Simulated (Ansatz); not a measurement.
**C3H7BO (SMILES CB1OC1C): BLYP/cc-pVDZ**

What is the energy change on altering one bond length of C3H7BO at BLYP/cc-pVDZ? 

Program for the calculation: Ansatz 0.2.0.

34 further runs of the same task are left out: 34 set aside as unsound or not needed. Runs told in other sessions of the task aren't counted.

## (1) Starting point

C3H7BO: 12 atoms, total charge 0, spin state singlet. As SMILES, `CB1OC1C`. Geometry: relaxed at PBE0-D4/def2-TZVP.

Bond lengths: C1–B2 1.544 Å, B2–O3 1.335 Å, B2–C4 1.517 Å, O3–C4 1.507 Å, C4–C5 1.497 Å, C1–H6 1.092 Å, C1–H7 1.094 Å, C1–H8 1.094 Å, C4–H9 1.089 Å, C5–H10 1.092 Å, C5–H11 1.094 Å, C5–H12 1.094 Å. Some angles: C1–B2–O3 138.6°, C1–B2–C4 157.9°, O3–B2–C4 63.4°, B2–O3–C4 64.2°, B2–C4–O3 52.4°, B2–C4–C5 125.1°, O3–C4–C5 114.6°, B2–C1–H6 112.7°, B2–C1–H7 110.1°, B2–C1–H8 110.3°.

## (2) The energy at BLYP/cc-pVDZ

input.yaml

```yaml
basis:
  gaussian: {orbitals: cc-pVDZ}
crystal:
  periodic: [false, false, false]
  atoms:
    - symbol: C
      position_ang: [-2.115400, 0.231500, 0.008900]
    - symbol: B
      position_ang: [-0.616500, 0.286000, 0.375000]
    - symbol: O
      position_ang: [0.162400, 0.085400, 1.440000]
    - symbol: C
      position_ang: [0.876400, 0.454200, 0.165400]
    - symbol: C
      position_ang: [1.795500, -0.603000, -0.363000]
    - symbol: H
      position_ang: [-2.747100, -0.028900, 0.860100]
    - symbol: H
      position_ang: [-2.280800, -0.500400, -0.787600]
    - symbol: H
      position_ang: [-2.443000, 1.195200, -0.392100]
    - symbol: H
      position_ang: [1.330900, 1.439700, 0.259300]
    - symbol: H
      position_ang: [1.297300, -1.571500, -0.440800]
    - symbol: H
      position_ang: [2.679000, -0.722300, 0.271600]
    - symbol: H
      position_ang: [2.137900, -0.321100, -1.362700]
total_charge: 0
hamiltonian: {xc: {name: BLYP}}
accuracy: high
output: {orbitals: {seedname: orbitals}}
```

On the command line:

```
$ ansatz run input.yaml --threads 1 --pin off --max-ram 2610MiB --events-out events.jsonl --progress --plain --runs-dir runs
```

The program printed:

```text
Warning: RAYON_NUM_THREADS=1 ignored (pool sized by the plan → 1); use --threads N
Functional definition: BLYP
  name "BLYP"
  parameter beta = 0.0042
  parameter a = 0.04918
  parameter b = 0.132
  parameter c = 0.2533
  parameter d = 0.349
  exchange = b88_x(beta = beta)
  correlation = lyp_c(a = a, b = b, c = c, d = d)
2543 factors; integrals over basis functions are off by at most 3.0e-9 eV
mean field evaluation 1: about -5932.4045 eV, gradient 7.6e1 eV
mean field evaluation 2: about -5913.7080 eV, gradient 1.1e2 eV
mean field evaluation 4: about -5946.0241 eV, gradient 8.5e0 eV
mean field evaluation 8: about -5946.1615 eV, gradient 8.3e-1 eV
mean field evaluation 16: about -5946.1632 eV, gradient 2.4e-5 eV
mean field -5946.16317328 eV, -218.5174661637 hartree, gradient 7.5e-8 eV, S^2 0.000000; 0 other end points of the search recorded, 0 dependent functions left out
reference -5946.16323642 eV, -218.5174684841 hartree; 19, 19 occupied and 86, 86 virtual orbitals, 2543 factors
Total energy: -5946.16323642 eV, -218.5174684841 hartree
```

Run time: 8.4 s. Hardware: 1 thread of Arm Neoverse V2, shared host; peak memory 0.31 GiB.

## (3) The distorted shape

input.yaml

```yaml
crystal:
  periodic: [false, false, false]
  atoms:
    - {symbol: C, position_ang: [-2.864864, 0.204249, -0.174153]}
    - {symbol: B, position_ang: [-0.616500, 0.286000, 0.375000]}
    - {symbol: O, position_ang: [0.162400, 0.085400, 1.440000]}
    - {symbol: C, position_ang: [0.876400, 0.454200, 0.165400]}
    - {symbol: C, position_ang: [1.795500, -0.603000, -0.363000]}
    - {symbol: H, position_ang: [-3.496564, -0.056151, 0.677047]}
    - {symbol: H, position_ang: [-3.030264, -0.527651, -0.970653]}
    - {symbol: H, position_ang: [-3.192464, 1.167949, -0.575153]}
    - {symbol: H, position_ang: [1.330900, 1.439700, 0.259300]}
    - {symbol: H, position_ang: [1.297300, -1.571500, -0.440800]}
    - {symbol: H, position_ang: [2.679000, -0.722300, 0.271600]}
    - {symbol: H, position_ang: [2.137900, -0.321100, -1.362700]}
basis:
  gaussian: {orbitals: cc-pVDZ}
hamiltonian: {xc: {name: BLYP}}
output: {orbitals: {seedname: orbitals}}
accuracy: high
```

On the command line:

```
$ ansatz run input.yaml --threads 1 --pin off --max-ram 2610MiB --events-out events.jsonl --progress --plain --runs-dir runs
```

The program printed:

```text
Warning: RAYON_NUM_THREADS=1 ignored (pool sized by the plan → 1); use --threads N
Functional definition: BLYP
  name "BLYP"
  parameter beta = 0.0042
  parameter a = 0.04918
  parameter b = 0.132
  parameter c = 0.2533
  parameter d = 0.349
  exchange = b88_x(beta = beta)
  correlation = lyp_c(a = a, b = b, c = c, d = d)
2537 factors; integrals over basis functions are off by at most 6.0e-9 eV
mean field evaluation 1: about -5928.9356 eV, gradient 7.8e1 eV
mean field evaluation 2: about -5894.0666 eV, gradient 1.4e2 eV
mean field evaluation 4: about -5943.3411 eV, gradient 1.5e1 eV
mean field evaluation 8: about -5943.7978 eV, gradient 6.5e-1 eV
mean field evaluation 16: about -5943.7933 eV, gradient 5.0e-5 eV
mean field -5943.79326544 eV, -218.4303736570 hartree, gradient 5.6e-8 eV, S^2 0.000000; 0 other end points of the search recorded, 0 dependent functions left out
reference -5943.79333116 eV, -218.4303760722 hartree; 19, 19 occupied and 86, 86 virtual orbitals, 2537 factors
Total energy: -5943.79333116 eV, -218.4303760722 hartree
```

Wall time 8.1 s (1 thread of Arm Neoverse V2, shared host); peak memory 0.31 GiB.

## (4) Results

Level: BLYP/cc-pVDZ.

| quantity | value |
| --- | --- |
| first shape: total energy | -218.51747 Eh |
| first shape: HOMO energy | -5.82 eV |
| first shape: LUMO energy | -0.28 eV |
| first shape: HOMO–LUMO gap | 5.55 eV |
| distorted shape: total energy | -218.43038 Eh |
| distorted shape: HOMO energy | -5.93 eV |
| distorted shape: LUMO energy | -1.20 eV |
| distorted shape: HOMO–LUMO gap | 4.73 eV |
| energy change with the C1–B2 bond stretched from 1.544 to 2.316 Å | 2.370 eV |

What this shows: With the C1–B2 bond stretched from 1.544 to 2.316 Å the energy rises by 2.37 eV (55 kcal/mol). The first shape isn't relaxed at this level, so the change isn't measured from a minimum.
